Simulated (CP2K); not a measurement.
NbTe:

```xyz
2
Lattice="3.4257 0.0000 0.0000 0.0000 3.4257 0.0000 0.0000 0.0000 3.4257" Properties=species:S:1:pos:R:3 pbc="T T T"
Nb    1.7128    1.7128    1.7128
Te    0.0000    0.0000    0.0000
```

The cell was built by a generator and needn't be a form met in nature.

Program: CP2K 2026.2. Alike in all runs: task band structure; no spin polarisation; cell as given; k mesh 8 × 8 × 8.

Problem. Order these runs on this cell by their pressure, lowest first.
A. level PBE; potentials or basis POTENTIAL_UZH Nb GTH-PBE-q13, Te GTH-PBE-q6; TZVP-MOLOPT-PBE-GTH basis; smearing fermi-dirac 0.05 eV; EPS_DEFAULT 1.0E-10; NGRIDS 5; points a segment of the path (NPOINTS) 10; bands added on the path 6; CUTOFF of the grids 450 Ry
B. level r2SCAN; potentials or basis POTENTIAL_UZH Nb GTH-SCAN-q13, Te GTH-SCAN-q6; TZVP-MOLOPT-SCAN-GTH basis; smearing fermi-dirac 0.0259 eV; EPS_DEFAULT 1.0E-9; NGRIDS 4; points a segment of the path (NPOINTS) 10; bands added on the path 6; CUTOFF of the grids 675 Ry
C. level LDA; potentials or basis GTH_POTENTIALS Nb GTH-PADE-q13, Te GTH-PADE-q6; TZVP-MOLOPT-PBE-GTH basis; smearing fermi-dirac 0.0259 eV; EPS_DEFAULT 1.0E-9; NGRIDS 4; points a segment of the path (NPOINTS) 8; bands added on the path 6; CUTOFF of the grids 450 Ry
D. level PBEsol; potentials or basis POTENTIAL_UZH Nb GTH-PBE-q13, Te GTH-PBE-q6; TZVP-MOLOPT-PBE-GTH basis; smearing fermi-dirac 0.05 eV; EPS_DEFAULT 1.0E-10; NGRIDS 5; points a segment of the path (NPOINTS) 10; bands added on the path 4; CUTOFF of the grids 450 Ry

Solution. C (-6.3 GPa), D (-1.2 GPa), B (1.0 GPa), A (2.6 GPa).

Caveats: the basis of atomic orbitals isn't converged, which shifts pressures, moduli and gaps; the potentials were made for another functional, which shifts forces and pressure (some runs).

Not every run made on this cell is shown here.
